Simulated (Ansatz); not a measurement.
# CH3ClO2Si: small, medium and large basis sets

An exercise on one series of results from a longer session: the logs are not shown, and one member is left open.

The runs use Ansatz 0.2.0, Gaussian basis; one geometry, several basis sets.

Plan: PBE0-D4/def2-SVP; ωB97M-V/def2-SVP; PBE0-D4/def2-QZVPP; ωB97M-V/def2-QZVPP; the functionals' def2-TZVPP values are taken from earlier runs.

## Structure used throughout

All runs share one geometry, relaxed beforehand with PBE0-D4 in a triple-zeta def2 set.

SMILES `O[Si]1(Cl)CO1`, 8 atoms, charge 0, spin multiplicity 1.

Atoms are counted from 1 here; the program's logs count them from 0.

Bond lengths: O1–Si2 1.620 Å, O1–H6 0.960 Å, Si2–Cl3 2.016 Å, Si2–C4 1.788 Å, Si2–O5 1.631 Å, C4–O5 1.519 Å, C4–H7 1.088 Å, C4–H8 1.087 Å. Angles: Si2–O1–H6 116.6°, O1–Si2–Cl3 106.0°, O1–Si2–C4 127.6°, O1–Si2–O5 119.8°, Cl3–Si2–C4 122.4°, Cl3–Si2–O5 119.1°, C4–Si2–O5 52.5°, Si2–C4–O5 58.4°, Si2–C4–H7 123.2°, Si2–C4–H8 122.5°, O5–C4–H7 111.7°, O5–C4–H8 111.8°, H7–C4–H8 113.0°, Si2–O5–C4 69.1°.

The first run:

Contents of in.yaml:

```yaml
crystal:
  periodic: [false, false, false]
  atoms:
    - {symbol: O, position_ang: [-0.431138, 1.574054, 0.996750]}
    - {symbol: Si, position_ang: [0.382535, 0.303258, 0.407637]}
    - {symbol: Cl, position_ang: [2.005327, 0.086430, 1.584576]}
    - {symbol: C, position_ang: [-0.254040, -1.028010, -0.601899]}
    - {symbol: O, position_ang: [0.540715, 0.117648, -1.204689]}
    - {symbol: H, position_ang: [-1.140297, 1.921814, 0.450748]}
    - {symbol: H, position_ang: [-1.273585, -1.053363, -0.980888]}
    - {symbol: H, position_ang: [0.262683, -1.978930, -0.708136]}
basis:
  gaussian: {orbitals: def2-SVP}
hamiltonian: {xc: pbe0, dispersion: d4}
output: {orbitals: {seedname: orbitals}}
```

Command:

```sh
> ansatz run in.yaml --threads 2 --pin off --events-out ev --progress --plain --max-ram 4352MiB
```

Steps of the session up to this table: PBE0-D4 in def2-SVP; ωB97M-V in def2-SVP; PBE0-D4 in def2-QZVPP; ωB97M-V in def2-QZVPP.

One table of the session follows, with a row left open; its other results are not shown here.

It belongs to the step «Density functionals: the series». 

| functional | basis | HOMO (eV) | LUMO (eV) |
| --- | --- | --- | --- |
| PBE0-D4 | def2-SVP | -7.73 | 0.34 |
| PBE0-D4 | def2-TZVPP | ? | ? |
| PBE0-D4 | def2-QZVPP | -7.89 | -0.31 |
| ωB97M-V | def2-SVP | -9.98 | 2.22 |
| ωB97M-V | def2-TZVPP | -10.12 | 1.67 |
| ωB97M-V | def2-QZVPP | -10.17 | 1.12 |

Q: Estimate the row for PBE0-D4, def2-TZVPP from the others.

**Answer.** HOMO (eV): -7.85; LUMO (eV): -0.04. In the column «HOMO (eV)» it lies between PBE0-D4, def2-QZVPP (-7.89) and PBE0-D4, def2-SVP (-7.73).
